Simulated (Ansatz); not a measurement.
# CH₃FGaO radical: basis-set convergence

An exercise on one series of results from a longer session: the logs are not shown, and one member is left open.

The runs use Ansatz 0.2.0, Gaussian basis; one geometry, several basis sets.

The runs, in order: PBE0-D4/def2-SVP; ωB97M-V/def2-SVP; PBE0-D4/def2-QZVPP; ωB97M-V/def2-QZVPP; the functionals' def2-TZVPP values are taken from earlier runs.

**The geometry**

The geometry comes from an earlier relaxation with PBE0-D4 in a triple-zeta def2 set; it is a stationary point, not always the lowest conformer.

SMILES `C[O][Ga][F]`, 7 atoms, charge 0, spin multiplicity 2.

Atoms are counted from 1 here; the program's logs count them from 0.

Bond lengths: C1–O2 1.416 Å, C1–H5 1.095 Å, C1–H6 1.095 Å, C1–H7 1.094 Å, O2–Ga3 1.790 Å, Ga3–F4 1.770 Å. Angles: O2–C1–H5 109.2°, O2–C1–H6 113.3°, O2–C1–H7 109.2°, H5–C1–H6 108.2°, H5–C1–H7 108.5°, H6–C1–H7 108.2°, C1–O2–Ga3 120.8°, O2–Ga3–F4 116.1°.

Geometry (Å):

```
C     0.6491   -0.1448   -0.5404
O     0.3133   -0.7441    0.6975
Ga   -1.1326   -0.2134    1.6090
F    -2.0913    1.0776    0.8683
H     0.6669   -0.9127   -1.3201
H    -0.0523    0.6387   -0.8471
H     1.6470    0.2988   -0.4673
```

The first run:

The input, in.yaml:

```yaml
crystal:
  periodic: [false, false, false]
  atoms:
    - {symbol: C, position_ang: [0.649075, -0.144758, -0.540379]}
    - {symbol: O, position_ang: [0.313251, -0.744075, 0.697503]}
    - {symbol: Ga, position_ang: [-1.132634, -0.213443, 1.609040]}
    - {symbol: F, position_ang: [-2.091288, 1.077589, 0.868296]}
    - {symbol: H, position_ang: [0.666918, -0.912742, -1.320051]}
    - {symbol: H, position_ang: [-0.052314, 0.638650, -0.847054]}
    - {symbol: H, position_ang: [1.647002, 0.298780, -0.467346]}
basis:
  gaussian: {orbitals: def2-SVP}
magnetization: {spin_polarized: true, initial_magnetization: 1}
hamiltonian: {xc: pbe0, dispersion: d4}
output: {orbitals: {seedname: orbitals}}
```

The run is started by

```
$ ansatz run in.yaml --threads 2 --pin off --events-out ev --progress --plain --max-ram 32768MiB --backend cpu
```

Among the steps run: PBE0-D4 in def2-SVP; ωB97M-V in def2-SVP; PBE0-D4 in def2-QZVPP; ωB97M-V in def2-QZVPP.

One of the session's tables, all rows but one given; the rest of the session is left out.

It belongs to the step «Functionals by basis». 

| functional | basis | HOMO (eV) | LUMO (eV) |
| --- | --- | --- | --- |
| PBE0-D4 | def2-SVP | -7.07 | -3.68 |
| PBE0-D4 | def2-TZVPP | -7.16 | -3.75 |
| PBE0-D4 | def2-QZVPP | -7.18 | -3.79 |
| ωB97M-V | def2-SVP | -9.19 | -1.97 |
| ωB97M-V | def2-TZVPP | -9.28 | -2.01 |
| ωB97M-V | def2-QZVPP | ? | ? |

Estimate the missing values for ωB97M-V, def2-QZVPP.

The run gave: HOMO (eV): -9.33; LUMO (eV): -2.12. In the column «HOMO (eV)» it is the lowest.
